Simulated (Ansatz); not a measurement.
# C2H4CuNO: a ladder of functionals and wavefunction methods

An exercise on one series of results from a longer session: the logs are not shown, and one member is left open.

Method: functionals in def2-TZVPP, the program's frozen cores in correlated methods; program: Ansatz 0.2.0, Gaussian basis.

The runs, in order: LDA (SPW92), PBE-D4, revPBE-D4, BLYP-D4, r2SCAN-D4, B97M-V, PBE0-D4, B3LYP-D4, r2SCANh-D4, r2SCAN0-D4, HSE06-D4, BHLYP-D4, CAM-B3LYP-D4, LC-ωPBE, ωB97X-V, ωB97M-V, B2PLYP, PBE-QIDH; CCSD(T)/def2-SVP; CCSD(T)/def2-TZVPP; MP2/def2-QZVPP; extrapolation to the limit; RPA on PBE.

### Structure used throughout

An earlier PBE0-D4 in a triple-zeta def2 set relaxation fixed the geometry.

SMILES `CC#[N+][Cu-][OH]`, 9 atoms, charge 0, spin multiplicity 1.

Atoms are counted from 1 here; the program's logs count them from 0.

Bond lengths: C1–C2 1.443 Å, C1–H6 1.091 Å, C1–H7 1.091 Å, C1–H8 1.091 Å, C2–N3 1.147 Å, N3–Cu4 1.814 Å, Cu4–O5 1.780 Å, O5–H9 0.958 Å. Angles: C2–C1–H6 109.9°, C2–C1–H7 109.8°, C2–C1–H8 109.9°, H6–C1–H7 109.1°, H6–C1–H8 109.1°, H7–C1–H8 109.0°, C1–C2–N3 180.0°, C2–N3–Cu4 179.7°, N3–Cu4–O5 176.2°, Cu4–O5–H9 112.6°.

The first run:

in.yaml

```yaml
crystal:
  periodic: [false, false, false]
  atoms:
    - {symbol: C, position_ang: [0.418493, -2.028919, 0.840774]}
    - {symbol: C, position_ang: [0.186634, -0.718238, 0.282874]}
    - {symbol: N, position_ang: [0.003075, 0.323404, -0.161134]}
    - {symbol: Cu, position_ang: [-0.280624, 1.969399, -0.867713]}
    - {symbol: O, position_ang: [-0.450847, 3.580771, -1.605538]}
    - {symbol: H, position_ang: [1.067063, -1.951860, 1.715162]}
    - {symbol: H, position_ang: [-0.530431, -2.477722, 1.139395]}
    - {symbol: H, position_ang: [0.896724, -2.669153, 0.097462]}
    - {symbol: H, position_ang: [-1.310097, 3.972327, -1.441281]}
basis:
  gaussian: {orbitals: def2-TZVPP}
hamiltonian: {xc: lda}
output: {orbitals: {seedname: orbitals}}
```

Run with:

```bash
ansatz run in.yaml --threads 4 --pin off --events-out ev --progress --plain --max-ram 10444MiB
```

Steps of the session up to this table: LDA; PBE-D4 (GGA); revPBE-D4 (GGA); BLYP-D4 (GGA); r2SCAN-D4 (meta-GGA); B97M-V (meta-GGA); PBE0-D4 (hybrid); B3LYP-D4 (hybrid); r2SCANh-D4 (hybrid); r2SCAN0-D4 (hybrid); HSE06-D4 (hybrid); BHLYP-D4 (hybrid); CAM-B3LYP-D4 (range-separated); LC-ωPBE (range-separated); ωB97X-V (range-separated); ωB97M-V (range-separated); B2PLYP (double hybrid); PBE-QIDH (double hybrid).

One of the session's tables, all rows but one given; the rest of the session is left out.

It belongs to the step «Orbital energies across the functionals». 

```
  functional  HOMO (eV)  gap (eV)
 LDA (SPW92)      -4.72      2.96
      PBE-D4      -4.48      2.95
   revPBE-D4      -4.39      2.95
     BLYP-D4          ?         ?
   r2SCAN-D4      -4.62      3.31
      B97M-V      -4.64      3.38
     PBE0-D4      -5.79      5.18
    B3LYP-D4      -5.59      4.72
  r2SCANh-D4      -5.13      4.15
  r2SCAN0-D4      -5.94      5.47
    HSE06-D4      -5.38      4.40
    BHLYP-D4      -7.17      7.62
CAM-B3LYP-D4      -7.22      7.71
     LC-ωPBE      -8.47     10.16
     ωB97X-V      -8.16      9.78
     ωB97M-V      -8.17      9.45
```

Q: Estimate the row for BLYP-D4 from the others.

Worked estimate for «HOMO (eV)». Against the share of exact exchange, B3LYP-D4 (0.2, -5.59), BHLYP-D4 (0.5, -7.17) give a slope of -5.27 per unit share; at 0 the line stands at -4.54.

**Answer.** HOMO (eV): -4.38; gap (eV): 2.96. In «HOMO (eV)» the line misses by -0.16.
